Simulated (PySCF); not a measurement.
# C₂H₄BrGeN: a tour of settings

Aim: see how C₂H₄BrGeN (`N#C[CH2][GeH2][Br]`) answers to the choice of functional, basis, grid and SCF options.

Computed with PySCF 2.14.0, with density-fitted response routines of our own, on a single molecule, in the gas phase or a continuum. Atoms count from 0, in the outputs and in this text.

**1. The molecule as given**

9 atoms, charge 0, multiplicity 1; geometry from: GFN2-xTB.

Bonds of the start (Å): N0–C1 1.14, C1–C2 1.43, C2–Ge3 2.00, Ge3–Br4 2.27, C2–H5 1.09, C2–H6 1.09, Ge3–H7 1.51, Ge3–H8 1.51.

**2. Ultraviolet spectrum: OPBE/def2-SVPD**

What the job is given:

```
{"job": {"kind": "uv", "xc": "OPBE", "basis": "def2-SVPD", "nstates": 3, "ntriplets": 0, "tda": false}, "charge": 0, "multiplicity": 1}
N     -1.076712     2.003527     1.445981
C     -1.030354     1.136342     0.702548
C     -0.912658     0.032841    -0.202292
Ge     0.951361    -0.696619    -0.107255
Br     2.335367     0.746255    -1.183855
H     -1.629614    -0.741643     0.075539
H     -1.130476     0.367206    -1.220559
H      1.456247    -0.825211     1.307466
H      1.050401    -2.016704    -0.842752
```

With the program's defaults for keys left out, this is: TDDFT OPBE/def2-SVPD, vertical, gas phase, core orbitals frozen in the response.

The run is started by

```bash
$ OMP_NUM_THREADS=1 python probes_run.py task.json out
```

This one command runs all jobs of the session in turn.

Output:

```text
coarse grid: 40120 points
cycle   1  E = -4785.0996489370  dE = -1.222e+00  |g| = 5.416e-01  |ddm| = 4.092e+00
cycle   2  E = -4784.8072921896  dE =  2.924e-01  |g| = 1.223e+00  |ddm| = 2.527e+00
cycle   3  E = -4785.1408309361  dE = -3.335e-01  |g| = 3.382e-01  |ddm| = 1.986e+00
cycle   4  E = -4785.1663137631  dE = -2.548e-02  |g| = 4.058e-02  |ddm| = 3.652e-01
cycle   5  E = -4785.1666235594  dE = -3.098e-04  |g| = 1.620e-02  |ddm| = 7.924e-02
cycle   6  E = -4785.1667026774  dE = -7.912e-05  |g| = 4.264e-03  |ddm| = 2.999e-02
cycle   7  E = -4785.1667085149  dE = -5.837e-06  |g| = 1.367e-03  |ddm| = 9.037e-03
final grid: 81008 points
cycle   8  E = -4785.1667371794  dE =  5.993e-07  |g| = 2.125e-03  |ddm| = 7.558e-03
cycle   9  E = -4785.1667343331  dE =  2.846e-06  |g| = 3.936e-03  |ddm| = 7.288e-03
cycle  10  E = -4785.1667379377  dE = -3.605e-06  |g| = 1.372e-03  |ddm| = 5.268e-03
cycle  11  E = -4785.1667383589  dE = -4.212e-07  |g| = 8.325e-05  |ddm| = 1.461e-03
cycle  12  E = -4785.1667383608  dE = -1.911e-09  |g| = 8.996e-06  |ddm| = 1.083e-04
cycle  13  E = -4785.1667383608  dE = -9.095e-12  |g| = 4.372e-06  |ddm| = 1.882e-05
converged SCF energy = -4785.1667383608

Static polarisability (au): isotropic 78.375, principal 65.568 79.763 89.794

Singlet excitations
state   eV       nm        f      main configurations
  1   5.9461    208.5   0.02484   H->L 0.97
  2   5.9713    207.6   0.01010   H-1->L 0.98
  3   6.4741    191.5   0.00110   H-1->L+1 0.67, H->L+1 0.32
```

Run time: 25 s. Hardware: 1 thread of Intel Xeon Platinum 8488C, shared host; peak memory 0.57 GiB.

The orbitals next to the gap, with their largest atomic shares:

```
orbital     eV                       atoms
 HOMO−3  -8.28    N0 48 %, C1 36 %, C2 8 %
 HOMO−2  -8.05  N0 33 %, Br4 24 %, C1 24 %
 HOMO−1  -7.36  Br4 78 %, Ge3 10 %, H7 5 %
   HOMO  -7.33  Br4 66 %, Ge3 10 %, N0 7 %
   LUMO  -1.56  Br4 37 %, Ge3 30 %, H8 9 %
 LUMO+1  -0.90  Ge3 29 %, N0 15 %, C2 13 %
 LUMO+2  -0.56  Ge3 30 %, C2 15 %, H5 13 %
```

With each of the 3 states as a Gaussian band of 0.4 eV half-width at 1/e, the curve within the window shown has maxima at 208 nm (ε 1,400) L/(mol cm). Beyond the last state computed it falls off for lack of states. The curve at chosen wavelengths:

```json
{"nm": "183", "ε (L/mol/cm)": "47"}
{"nm": "185", "ε (L/mol/cm)": "76"}
{"nm": "187", "ε (L/mol/cm)": "120"}
{"nm": "189", "ε (L/mol/cm)": "186"}
{"nm": "191", "ε (L/mol/cm)": "278"}
{"nm": "193", "ε (L/mol/cm)": "400"}
{"nm": "195", "ε (L/mol/cm)": "552"}
{"nm": "196", "ε (L/mol/cm)": "636"}
{"nm": "198", "ε (L/mol/cm)": "817"}
{"nm": "200", "ε (L/mol/cm)": "1000"}
{"nm": "202", "ε (L/mol/cm)": "1167"}
{"nm": "204", "ε (L/mol/cm)": "1302"}
{"nm": "206", "ε (L/mol/cm)": "1389"}
{"nm": "208", "ε (L/mol/cm)": "1422"}
{"nm": "210", "ε (L/mol/cm)": "1397"}
{"nm": "212", "ε (L/mol/cm)": "1322"}
{"nm": "214", "ε (L/mol/cm)": "1206"}
{"nm": "216", "ε (L/mol/cm)": "1064"}
{"nm": "218", "ε (L/mol/cm)": "908"}
{"nm": "219", "ε (L/mol/cm)": "829"}
{"nm": "221", "ε (L/mol/cm)": "676"}
{"nm": "223", "ε (L/mol/cm)": "536"}
{"nm": "225", "ε (L/mol/cm)": "414"}
{"nm": "227", "ε (L/mol/cm)": "312"}
{"nm": "229", "ε (L/mol/cm)": "229"}
{"nm": "231", "ε (L/mol/cm)": "165"}
```

Ground-state properties from the same run:

```csv
property,computed
dipole moment (D),4.19
polarisability (Å³),11.61
HOMO–LUMO gap (eV),5.77
−ε(HOMO) (eV),7.33
```

**3. Shielding tensors: PBE0/pcSseg-1**

Same as in step 2 but for these lines:

```diff
@@ -1,2 +1,2 @@
-{"job": {"kind": "uv", "xc": "OPBE", "basis": "def2-SVPD", "nstates": 3, "ntriplets": 0, "tda": false}, "charge": 0, "multiplicity": 1}
+{"job": {"kind": "nmr", "xc": "PBE0", "basis": "pcSseg-1", "pop": false, "scf": {"level_shift": 0.1}}, "charge": 0, "multiplicity": 1}
 N     -1.076712     2.003527     1.445981
```

Level: GIAO PBE0/pcSseg-1 NMR shielding, non-relativistic, gas phase.

Output:

```text
final grid: 81008 points
cycle   1  E = -4783.2033720203  dE = -1.328e+00  |g| = 1.163e+00  |ddm| = 3.004e+00
cycle   2  E = -4783.0971693592  dE =  1.062e-01  |g| = 1.225e+00  |ddm| = 1.451e+00
cycle   3  E = -4783.3137483380  dE = -2.166e-01  |g| = 2.561e-01  |ddm| = 8.809e-01
cycle   4  E = -4783.3247795564  dE = -1.103e-02  |g| = 8.183e-02  |ddm| = 1.621e-01
cycle   5  E = -4783.3255834946  dE = -8.039e-04  |g| = 1.460e-02  |ddm| = 4.817e-02
cycle   6  E = -4783.3256100300  dE = -2.654e-05  |g| = 2.346e-03  |ddm| = 1.078e-02
cycle   7  E = -4783.3256116121  dE = -1.582e-06  |g| = 5.731e-04  |ddm| = 2.830e-03
cycle   8  E = -4783.3256116745  dE = -6.238e-08  |g| = 2.432e-04  |ddm| = 7.234e-04
cycle   9  E = -4783.3256116871  dE = -1.269e-08  |g| = 6.753e-05  |ddm| = 2.624e-04
cycle  10  E = -4783.3256116884  dE = -1.227e-09  |g| = 1.072e-05  |ddm| = 9.479e-05
cycle  11  E = -4783.3256116884  dE = -4.366e-11  |g| = 3.869e-06  |ddm| = 2.007e-05
level shift removed, Fock matrix diagonalised once more
converged SCF energy = -4783.3256116884

GIAO shielding tensors (ppm)
atom      isotropic    diamagn.    paramagn.     s11        s22        s33       span
  0 N      -34.113     339.679    -373.793   -211.003   -192.412    301.075    512.078
  1 C       66.183     259.903    -193.720    -51.127    -42.526    292.202    343.330
  2 C      179.834     252.409     -72.575    173.208    178.529    187.765     14.557
  3 Ge    1360.735    2753.680   -1392.946   1239.757   1366.280   1476.167    236.410
  4 Br    2786.371    3123.723    -337.352   2609.278   2841.265   2908.571    299.293
  5 H       29.793      28.552       1.241     24.065     27.459     37.855     13.790
  6 H       29.599      28.475       1.124     25.285     27.751     35.760     10.475
  7 H       26.099      27.614      -1.516     18.984     21.401     37.912     18.928
  8 H       26.152      27.247      -1.095     18.423     21.566     38.467     20.043
```

It took 18 s on 1 thread of Intel Xeon Platinum 8488C, shared host; peak memory 0.75 GiB.

The references, computed at this level on geometries of the same kind, shield at (ppm): 1H TMS 31.72, 13C TMS 186.9, 15N NH3 267.7, 73Ge GeMe4 1331, 79Br HBr 2622. Their shielding less the atom's gives the shift. The references are single molecules in the gas phase, so shifts against H2O, NH3, PH3, H3PO4 or CFCl3 are not on the usual liquid scales and can be off by tens of ppm. Atoms listed in one row are averaged.

```csv
atoms,environment,σ (ppm),δ (ppm)
C1,nitrile carbon,66.2,120.7
C2,"sp3 CH2 bonded to Ge, α to a nitrile",179.8,7.1
"H7, H8","hydrogen on a germanium bonded to C, Br",26.13,5.59
"H5, H6","hydrogen on an sp3 CH2 bonded to Ge, α to a nitrile",29.70,2.02
N0,nitrile nitrogen,-34.1,301.8
Ge3,"germanium bonded to C, Br, 2 H",1361,-30
Br4,bromine bonded to Ge,2786,-164
```

**4. Spin-spin couplings: PBE/SBKJC-VDZ**

Same as in step 3 but for these lines:

```diff
@@ -1,2 +1,2 @@
-{"job": {"kind": "nmr", "xc": "PBE0", "basis": "pcSseg-1", "pop": false, "scf": {"level_shift": 0.1}}, "charge": 0, "multiplicity": 1}
+{"job": {"kind": "j", "xc": "PBE", "basis": "SBKJC-VDZ", "scf": {"conv": 0.1, "max_cycle": 85}}, "charge": 0, "multiplicity": 1}
 N     -1.076712     2.003527     1.445981
```

Method: PBE/SBKJC-VDZ indirect spin-spin coupling, non-relativistic, gas phase.

Output:

```text
final grid: 81008 points
cycle   1  E = -40.4133942319  dE = -1.648e+00  |g| = 1.024e+00  |ddm| = 5.033e+00
cycle   2  E = -40.0276255626  dE =  3.858e-01  |g| = 1.590e+00  |ddm| = 3.621e+00
cycle   3  E = -40.5873863570  dE = -5.598e-01  |g| = 8.294e-01  |ddm| = 2.808e+00
cycle   4  E = -40.7549382650  dE = -1.676e-01  |g| = 8.087e-02  |ddm| = 1.408e+00
cycle   5  E = -40.7567545998  dE = -1.816e-03  |g| = 4.537e-02  |ddm| = 2.345e-01
converged SCF energy = -40.7567545998

Indirect spin-spin couplings (Hz)
  i      j    bonds     total        FC       PSO       DSO        SD
  0 N    1 C    1     -2.995     0.000     1.325    -0.042    -4.278
  0 N    2 C    2      0.489     0.000     0.491     0.027    -0.030
  0 N    5 H    3      0.350     0.001     0.168     0.112     0.070
  0 N    6 H    3      0.344     0.001     0.160     0.111     0.072
  1 C    2 C    1     -1.021     0.000    -1.524     0.197     0.306
  1 C    5 H    2      0.138     0.007    -0.005    -0.026     0.161
  1 C    6 H    2      0.158     0.007     0.006    -0.021     0.165
  1 C    7 H    3      0.034    -0.000    -0.007     0.075    -0.033
  1 C    8 H    3      0.017    -0.001     0.062    -0.055     0.011
  2 C    5 H    1      1.736    -0.001     0.802     0.518     0.418
  2 C    6 H    1      1.672     0.000     0.738     0.515     0.419
  2 C    7 H    2      0.026    -0.005     0.019     0.028    -0.016
  2 C    8 H    2      0.062    -0.005     0.044     0.036    -0.014
  5 H    6 H    2    -12.613   -12.147     0.909    -1.748     0.373
  5 H    7 H    3     -0.598    -0.445     0.136    -0.302     0.012
  5 H    8 H    3      0.103     0.090     0.069    -0.094     0.038
  6 H    7 H    3      4.085     4.502     0.331    -0.749     0.001
  6 H    8 H    3     -0.645    -0.557     0.134    -0.242     0.020
  7 H    8 H    2     15.414    15.541     0.103    -0.276     0.046
```

It took 3.7 s on 1 thread of Intel Xeon Platinum 8488C, shared host; peak memory 0.49 GiB.

The run ended normally, but its values are not to be used for the molecule: the SCF threshold of 0.1 Eh is far too loose; the basis SBKJC-VDZ leaves the core to a potential or lacks core functions, which properties at the nuclei need. Its HOMO lies at -7.14 eV, against -8.55 eV in step 3 (PBE0/pcSseg-1), a different level, so the two don't compare directly.

**5. Excited states and response: LDA/def2-SVPD in water**

Same as in step 4 but for these lines:

```diff
@@ -1,2 +1,2 @@
-{"job": {"kind": "j", "xc": "PBE", "basis": "SBKJC-VDZ", "scf": {"conv": 0.1, "max_cycle": 85}}, "charge": 0, "multiplicity": 1}
+{"job": {"kind": "uv", "xc": "LDA", "basis": "def2-SVPD", "solvent": "water", "nstates": 25, "ntriplets": 2, "tda": false, "scf": {"aux": "def2-qzvpp-jkfit"}}, "charge": 0, "multiplicity": 1}
 N     -1.076712     2.003527     1.445981
```

Method: TDDFT LDA/def2-SVPD, vertical, IEF-PCM water (non-equilibrium linear response), core orbitals frozen in the response.

Output:

```text
final grid: 81008 points
cycle   1  E = -4775.9576196867  dE = -1.220e+00  |g| = 7.396e-01  |ddm| = 4.105e+00
cycle   2  E = -4775.7587234858  dE =  1.989e-01  |g| = 1.223e+00  |ddm| = 2.325e+00
cycle   3  E = -4775.9945012233  dE = -2.358e-01  |g| = 4.367e-01  |ddm| = 1.736e+00
cycle   4  E = -4776.0348249066  dE = -4.032e-02  |g| = 6.610e-02  |ddm| = 4.145e-01
cycle   5  E = -4776.0356574498  dE = -8.325e-04  |g| = 1.541e-02  |ddm| = 9.213e-02
cycle   6  E = -4776.0357085267  dE = -5.108e-05  |g| = 4.976e-03  |ddm| = 2.506e-02
cycle   7  E = -4776.0357147548  dE = -6.228e-06  |g| = 7.721e-04  |ddm| = 7.850e-03
cycle   8  E = -4776.0357149117  dE = -1.569e-07  |g| = 2.242e-04  |ddm| = 1.412e-03
cycle   9  E = -4776.0357149264  dE = -1.467e-08  |g| = 7.611e-05  |ddm| = 4.720e-04
cycle  10  E = -4776.0357149279  dE = -1.522e-09  |g| = 1.648e-05  |ddm| = 1.444e-04
cycle  11  E = -4776.0357149280  dE = -7.276e-11  |g| = 2.295e-06  |ddm| = 2.835e-05
converged SCF energy = -4776.0357149280

Static polarisability (au): isotropic 113.885, principal 97.799 116.143 127.712

Singlet excitations
state   eV       nm        f      main configurations
  1   5.8399    212.3   0.01904   H->L 0.97
  2   5.8936    210.4   0.04330   H-1->L 0.97
  3   6.2552    198.2   0.00348   H->L+1 0.98
  4   6.3612    194.9   0.02465   H-1->L+1 0.90
  5   6.6620    186.1   0.00155   H->L+2 0.96
  6   6.7021    185.0   0.00019   H-1->L+2 0.97
  7   6.7699    183.1   0.01746   H-2->L 0.84
  8   6.8640    180.6   0.00189   H->L+3 0.96
  9   6.9441    178.5   0.00729   H-3->L 0.53, H-1->L+3 0.44
 10   6.9934    177.3   0.05630   H-1->L+3 0.47, H-3->L 0.42
 11   7.3769    168.1   0.00846   H->L+4 0.87
 12   7.3982    167.6   0.00220   H-4->L 0.89
 13   7.4363    166.7   0.01258   H-1->L+4 0.84
 14   7.5381    164.5   0.03166   H-3->L+1 0.69, H-2->L+2 0.21
 15   7.5805    163.6   0.17704   H-2->L+1 0.63, H-3->L+2 0.10
 16   7.7464    160.1   0.00552   H-2->L+2 0.75, H-3->L+1 0.19
 17   7.7627    159.7   0.00375   H-5->L 0.88
 18   7.8456    158.0   0.01628   H-2->L+3 0.83
 19   7.9046    156.9   0.02673   H->L+5 0.78, H-1->L+5 0.11
 20   7.9270    156.4   0.05860   H-1->L+5 0.81
 21   8.0888    153.3   0.13505   H-6->L 0.41, H-6->L+1 0.19, H->L+6 0.18
 22   8.1399    152.3   0.00430   H-3->L+3 0.97
 23   8.1712    151.7   0.02888   H-4->L+1 0.71, H-5->L+1 0.19
 24   8.2861    149.6   0.00489   H-5->L+1 0.31, H->L+6 0.26, H-1->L+6 0.15
 25   8.2922    149.5   0.04111   H-1->L+6 0.69, H-6->L+1 0.20

Triplet excitations (Tamm-Dancoff, eV): 5.4883 5.5332
```

It took 11 s on 1 thread of Intel Xeon Platinum 8488C, shared host; peak memory 0.66 GiB.

Key values: HOMO -7.28 eV, LUMO -1.65 eV; lowest singlet 5.84 eV.

**6. TDDFT and polarisability: PBE0/def2-SVPD**

Same as in step 5 but for these lines:

```diff
@@ -1,2 +1,2 @@
-{"job": {"kind": "uv", "xc": "LDA", "basis": "def2-SVPD", "solvent": "water", "nstates": 25, "ntriplets": 2, "tda": false, "scf": {"aux": "def2-qzvpp-jkfit"}}, "charge": 0, "multiplicity": 1}
+{"job": {"kind": "uv", "xc": "PBE0", "basis": "def2-SVPD", "nstates": 3, "ntriplets": 0, "tda": true}, "charge": 0, "multiplicity": 1}
 N     -1.076712     2.003527     1.445981
```

Method: TDA PBE0/def2-SVPD, vertical, gas phase, core orbitals frozen in the response.

Output:

```text
coarse grid: 40120 points
cycle   1  E = -4783.1022392695  dE = -1.165e+00  |g| = 5.834e-01  |ddm| = 3.871e+00
cycle   2  E = -4782.9334900648  dE =  1.687e-01  |g| = 1.051e+00  |ddm| = 1.840e+00
cycle   3  E = -4783.1637699321  dE = -2.303e-01  |g| = 2.106e-01  |ddm| = 1.310e+00
cycle   4  E = -4783.1722093698  dE = -8.439e-03  |g| = 4.151e-02  |ddm| = 2.254e-01
cycle   5  E = -4783.1725217068  dE = -3.123e-04  |g| = 8.909e-03  |ddm| = 5.211e-02
cycle   6  E = -4783.1725335624  dE = -1.186e-05  |g| = 1.919e-03  |ddm| = 1.270e-02
cycle   7  E = -4783.1725346415  dE = -1.079e-06  |g| = 4.589e-04  |ddm| = 3.718e-03
final grid: 81008 points
cycle   8  E = -4783.1725306670  dE =  1.418e-08  |g| = 6.351e-04  |ddm| = 3.611e-03
cycle   9  E = -4783.1725304791  dE =  1.879e-07  |g| = 1.098e-03  |ddm| = 1.939e-03
cycle  10  E = -4783.1725307606  dE = -2.815e-07  |g| = 2.489e-04  |ddm| = 1.232e-03
cycle  11  E = -4783.1725307742  dE = -1.362e-08  |g| = 1.178e-05  |ddm| = 2.580e-04
cycle  12  E = -4783.1725307742  dE = -2.001e-11  |g| = 2.763e-06  |ddm| = 1.574e-05
converged SCF energy = -4783.1725307742

Static polarisability (au): isotropic 77.782, principal 65.579 79.218 88.550

Singlet excitations
state   eV       nm        f      main configurations
  1   6.3100    196.5   0.01661   H-1->L 0.73, H->L 0.24
  2   6.3554    195.1   0.02109   H->L 0.71, H-1->L 0.24
  3   7.2299    171.5   0.00224   H-1->L+1 0.73, H->L+1 0.24
```

It took 19 s on 1 thread of Intel Xeon Platinum 8488C, shared host; peak memory 0.74 GiB.

Key values: HOMO -8.56 eV, LUMO -0.88 eV; lowest singlet 6.31 eV.

**7. Comparing the runs: electronic excitations**

Excitations and ground-state properties, with basis size and wall time:

| run | lowest singlet (eV) | brightest (eV) | f | gap (eV) | α (Å³) | μ (D) | functions | time |
| --- | --- | --- | --- | --- | --- | --- | --- | --- |
| OPBE/def2-SVPD | 5.95 | 5.95 | 0.025 | 5.77 | 11.61 | 4.19 | 171 | 25 s |
| LDA/def2-SVPD in water | 5.84 | 7.58 | 0.177 | 5.63 | 16.88 | 6.11 | 171 | 11 s |
| PBE0/def2-SVPD | 6.31 | 6.36 | 0.021 | 7.68 | 11.53 | 4.35 | 171 | 19 s |

**8. What came out**

| quantity | value |
| --- | --- |
| lowest singlet (OPBE/def2-SVPD) | 5.95 eV (209 nm), f = 0.025 |
| 13C shifts against TMS (PBE0/pcSseg-1) | 120.7, 7.1 ppm |
| 1H shifts against TMS (PBE0/pcSseg-1, means over atoms taken as alike) | 5.59, 2.02 ppm |
| 15N shifts against NH3 (PBE0/pcSseg-1) | 301.8 ppm |
| 73Ge shifts against GeMe4 (PBE0/pcSseg-1) | -30 ppm |
| 79Br shifts against HBr (PBE0/pcSseg-1) | -164 ppm |
| range of the lowest singlet | 5.84 to 6.31 eV |
| property runs in this session | 5, of which 0 failed and 1 gave unsound results |

**Reading.** Single values in the summary come from the first sound run of each kind (OPBE/def2-SVPD; PBE0/pcSseg-1), which need not be the best level. The first singlet state (HOMO→LUMO 0.97) lies at 5.95 eV and is weak; of the 3 states computed, the strongest absorption comes from states 1 to 2 together at 5.95 eV. The most deshielded carbon is C1 (nitrile carbon), at 120.7 ppm: this is the usual window of a C≡N carbon, which has no attached hydrogen. At PBE0/pcSseg-1: The largest span, 512 ppm, is at N0, where the paramagnetic term is -374 ppm. The lowest singlet runs from 5.84 eV (LDA/def2-SVPD in water) to 6.31 eV (PBE0/def2-SVPD), while the orbital gap spans 5.63 to 7.68 eV. Some runs use the Tamm-Dancoff approximation and others full TDDFT, which shifts states apart from functional and basis. The lowest state need not be the same one in every run. The runs solved for a few states only, so the brightest column depends on that window. Spin-orbit coupling is left out, which matters for shieldings and couplings at and beside the heavy atoms.
